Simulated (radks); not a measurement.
# The first electron to leave Gd⁶⁺

Aim: remove one electron from each of the outer sub-shells of Gd⁶⁺ ([Xe] 4f(5/2: 4, 7/2: 0)) in turn, let the ion relax, and find the cheapest removal. The parent's configuration is the lowest that an earlier search found at this level.

Method: Dirac Kohn-Sham, BLYP, spin-unpolarised, spherical densities, finite nucleus. Code: radks (a radial shooting solver on a logarithmic mesh, Libxc functionals) version 1.

7 further runs of the same task are left out: 7 set aside as unsound or not needed.

**1. What is computed**

| Property | Result |
| --- | --- |
| element | gadolinium (Z = 64) |
| charge | +6 |
| electrons | 58 |
| configuration | [Xe] 4f(5/2: 4, 7/2: 0) |
| nuclear rms radius | 5.1569 fm |

A shell typed twice in an input gives the lower j, then the higher j.

**2. The parent, Gd⁶⁺**

From an earlier run at this level the parent has E = -11271.561536 hartree and these outer levels (eV):

```
level  occupation  energy (eV)
4p3/2           4      -362.04
4d3/2           4      -245.36
4d5/2           6      -239.36
5s1/2           2      -127.18
5p1/2           2      -105.10
4f5/2           4      -99.906
5p3/2           4      -99.096
4f7/2           0      -98.956
```

**3. Remove 5p3/2: [Kr] 4d10 4f(5/2: 4, 7/2: 0) 5s2 5p(1/2: 2, 3/2: 3)**

The run's settings:

```text
Z 64
configuration [Kr] 4d10 4f4 4f0 5s2 5p2 5p3
relativity Dirac
functional b88,lyp
spin unpolarised
j_filling energy
nucleus finite rms 5.1569 fm
c 137.035999084
```

**4. Remove 4f5/2: [Xe] 4f(5/2: 3, 7/2: 0)**

Changes since step 3:

```diff
@@ -1,3 +1,3 @@
 Z 64
-configuration [Kr] 4d10 4f4 4f0 5s2 5p2 5p3
+configuration [Xe] 4f3 4f0
 relativity Dirac
```

**5. Remove 5p1/2: [Kr] 4d10 4f(5/2: 4, 7/2: 0) 5s2 5p(1/2: 1, 3/2: 4)**

Changes since step 4:

```diff
@@ -1,3 +1,3 @@
 Z 64
-configuration [Xe] 4f3 4f0
+configuration [Kr] 4d10 4f4 4f0 5s2 5p1 5p4
 relativity Dirac
```

**6. Remove 5s1/2: [Kr] 4d10 4f(5/2: 4, 7/2: 0) 5s1 5p6**

Changes since step 5:

```diff
@@ -1,3 +1,3 @@
 Z 64
-configuration [Kr] 4d10 4f4 4f0 5s2 5p1 5p4
+configuration [Kr] 4d10 4f4 4f0 5s1 5p6
 relativity Dirac
```

Q: Predict the outcome of this session. Wanted: for each run, case; final configuration; Δ-SCF; −ε of the level emptied.

The runs gave:

| case | final configuration | Δ-SCF (eV) | −ε of the level emptied (eV) |
| --- | --- | --- | --- |
| remove 5p3/2 | [Kr] 4d10 4f(5/2: 4, 7/2: 0) 5s2 5p(1/2: 2, 3/2: 3) | 106.97 | 99.096 |
| remove 4f5/2 | [Xe] 4f(5/2: 3, 7/2: 0) | 112.74 | 99.906 |
| remove 5p1/2 | [Kr] 4d10 4f(5/2: 4, 7/2: 0) 5s2 5p(1/2: 1, 3/2: 4) | 113.29 | 105.10 |
| remove 5s1/2 | [Kr] 4d10 4f(5/2: 4, 7/2: 0) 5s1 5p6 | 135.87 | 127.18 |

**Reading.** Removal from 5p3/2 costs least (106.97 eV), ahead of 4f5/2 (112.74 eV). 5p3/2 is also the highest occupied level of the parent. NIST lists 106 eV (theoretical); its ground configuration differs from the one found lowest here for the parent and the ion. Spin polarisation and multiplet splitting are left out, so open shells lie too high by an amount that depends on their filling.
